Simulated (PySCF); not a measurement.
# C7H8O: the cost of one run

Programs: PySCF 2.14.0, with density-fitted response routines of our own. Each step states its level of theory. These are calculated values for one molecule, in the gas phase or a continuum, unless marked as measured. Atoms count from 0, in the outputs and in this text.

## (1) Starting geometry

16 atoms, charge 0, multiplicity 1; geometry from: GFN2-xTB. The atoms were then displaced at random by about 0.01 Å, so the start is not that level's minimum.

Bonds of the start (Å): C0–C1 1.39, C1–C2 1.42, C2–C3 1.42, C3–C4 1.54, C4–C5 1.51, C2–C6 1.39, C6–O7 1.35, O7–C0 1.32, C5–C3 1.53, C0–H8 1.05, C1–H9 1.06, C3–H10 1.10, C4–H11 1.07, C4–H12 1.07, C5–H13 1.07, C5–H14 1.08, C6–H15 1.07.

## (2) Geometry optimisation at PBE0-D3(BJ)/def2-SVP

The job: settings as JSON, then the geometry in Å.

```
{"job": {"xc": "PBE0", "basis": "def2-SVP", "d3": "d3bj", "grid": 1, "shake": 0.01, "kind": "geom"}, "charge": 0, "multiplicity": 1}
C      2.442690    -0.062170    -0.898900
C      1.096290     0.276460    -0.943100
C      0.513040    -0.248430     0.245030
C     -0.832110    -0.172990     0.692330
C     -1.981590    -0.278000    -0.323760
C     -1.705810     1.035740     0.360750
C      1.581710    -0.842610     0.910540
O      2.733120    -0.711550     0.210230
H      3.223000     0.164340    -1.567220
H      0.594300     0.817130    -1.706510
H     -1.042440    -0.642600     1.668820
H     -2.861860    -0.817020    -0.031360
H     -1.734180    -0.366860    -1.361260
H     -1.257620     1.821550    -0.204990
H     -2.403710     1.373350     1.107370
H      1.616100    -1.348710     1.852750
```

Command:

```bash
> OMP_NUM_THREADS=1 python probes_run.py task.json out
```

One launch serves the whole session: the jobs run in the order shown.

Q: Estimate the wall time and peak memory of this first job on 1 thread of AMD EPYC 9R14, shared host.

About 60 s, with a peak of 0.61 GiB.
